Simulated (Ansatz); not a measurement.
# C₄H₁₁In: small, medium and large basis sets

An exercise on one series of results from a longer session: the logs are not shown, and one member is left open.

Computed with Ansatz 0.2.0, Gaussian basis. Level: one geometry, several basis sets.

Levels to be run: PBE0-D4/def2-SVP; ωB97M-V/def2-SVP; PBE0-D4/def2-QZVPP; ωB97M-V/def2-QZVPP; the functionals' def2-TZVPP values are taken from earlier runs.

## The relaxed structure

All runs share one geometry, relaxed beforehand with PBE0-D4 in a triple-zeta def2 set. In takes the def2 core potential; no spin-orbit term is included.

SMILES `C[C](C)(C)[InH2]`, 16 atoms, charge 0, spin multiplicity 1.

Atoms are counted from 1 here; the program's logs count them from 0.

Bond lengths: C1–C2 1.521 Å, C1–H6 1.094 Å, C1–H7 1.100 Å, C1–H8 1.094 Å, C2–C3 1.525 Å, C2–C4 1.523 Å, C2–In5 2.194 Å, C3–H9 1.094 Å, C3–H10 1.095 Å, C3–H11 1.101 Å, C4–H12 1.094 Å, C4–H13 1.101 Å, C4–H14 1.095 Å, In5–H15 1.734 Å, In5–H16 1.736 Å. Angles: C2–C1–H6 112.2°, C2–C1–H7 110.2°, C2–C1–H8 112.2°, H6–C1–H7 107.3°, H6–C1–H8 107.5°, H7–C1–H8 107.1°, C1–C2–C3 109.7°, C1–C2–C4 109.9°, C1–C2–In5 111.0°, C3–C2–C4 109.3°, C3–C2–In5 107.7°, C4–C2–In5 109.2°, C2–C3–H9 112.3°, C2–C3–H10 112.5°, C2–C3–H11 110.0°, H9–C3–H10 108.0°, H9–C3–H11 107.0°, H10–C3–H11 106.7° and more.

Geometry (Å):

| atom | x (Å) | y (Å) | z (Å) |
| --- | --- | --- | --- |
| C1 | 0.1459 | 0.9110 | -1.2600 |
| C2 | 0.0297 | -0.0116 | -0.0558 |
| C3 | 1.3795 | -0.1143 | 0.6456 |
| C4 | -0.4121 | -1.3982 | -0.5052 |
| In5 | -1.4172 | 0.7716 | 1.3961 |
| H6 | 0.4660 | 1.9184 | -0.9797 |
| H7 | 0.8886 | 0.5178 | -1.9705 |
| H8 | -0.7997 | 1.0056 | -1.8016 |
| H9 | 1.3459 | -0.7748 | 1.5175 |
| H10 | 1.7552 | 0.8602 | 0.9742 |
| H11 | 2.1317 | -0.5285 | -0.0428 |
| H12 | -0.5079 | -2.0941 | 0.3332 |
| H13 | 0.3278 | -1.8247 | -1.1994 |
| H14 | -1.3696 | -1.3788 | -1.0353 |
| H15 | -2.0649 | 2.3744 | 1.2572 |
| H16 | -1.8989 | -0.2341 | 2.7263 |

The first run:

Input file in.yaml:

```yaml
crystal:
  periodic: [false, false, false]
  atoms:
    - {symbol: C, position_ang: [0.145945, 0.911005, -1.259997]}
    - {symbol: C, position_ang: [0.029713, -0.011586, -0.055830]}
    - {symbol: C, position_ang: [1.379503, -0.114269, 0.645626]}
    - {symbol: C, position_ang: [-0.412094, -1.398226, -0.505233]}
    - {symbol: In, position_ang: [-1.417172, 0.771574, 1.396058]}
    - {symbol: H, position_ang: [0.466033, 1.918427, -0.979655]}
    - {symbol: H, position_ang: [0.888560, 0.517848, -1.970489]}
    - {symbol: H, position_ang: [-0.799728, 1.005645, -1.801554]}
    - {symbol: H, position_ang: [1.345852, -0.774835, 1.517462]}
    - {symbol: H, position_ang: [1.755218, 0.860221, 0.974224]}
    - {symbol: H, position_ang: [2.131743, -0.528504, -0.042795]}
    - {symbol: H, position_ang: [-0.507948, -2.094073, 0.333242]}
    - {symbol: H, position_ang: [0.327821, -1.824662, -1.199388]}
    - {symbol: H, position_ang: [-1.369636, -1.378828, -1.035250]}
    - {symbol: H, position_ang: [-2.064897, 2.374383, 1.257242]}
    - {symbol: H, position_ang: [-1.898921, -0.234120, 2.726327]}
basis:
  gaussian: {orbitals: def2-SVP}
hamiltonian: {xc: pbe0, dispersion: d4}
output: {orbitals: {seedname: orbitals}}
```

Command:

```
ansatz run in.yaml --threads 4 --pin off --events-out ev --progress --plain --max-ram 11315MiB
```

Among the steps run: PBE0-D4 in def2-SVP; ωB97M-V in def2-SVP; PBE0-D4 in def2-QZVPP; ωB97M-V in def2-QZVPP.

One of the session's tables, all rows but one given; the rest of the session is left out.

It belongs to the step «Density functionals: the series». 

| functional | basis | HOMO (eV) | LUMO (eV) |
| --- | --- | --- | --- |
| PBE0-D4 | def2-SVP | -6.55 | -1.52 |
| PBE0-D4 | def2-TZVPP | ? | ? |
| PBE0-D4 | def2-QZVPP | -6.59 | -1.59 |
| ωB97M-V | def2-SVP | -8.64 | 0.02 |
| ωB97M-V | def2-TZVPP | -8.67 | -0.16 |
| ωB97M-V | def2-QZVPP | -8.68 | -0.19 |

**Question.** Estimate the row for PBE0-D4, def2-TZVPP.

As computed: HOMO (eV): -6.58; LUMO (eV): -1.58. In the column «HOMO (eV)» it lies between PBE0-D4, def2-QZVPP (-6.59) and PBE0-D4, def2-SVP (-6.55).
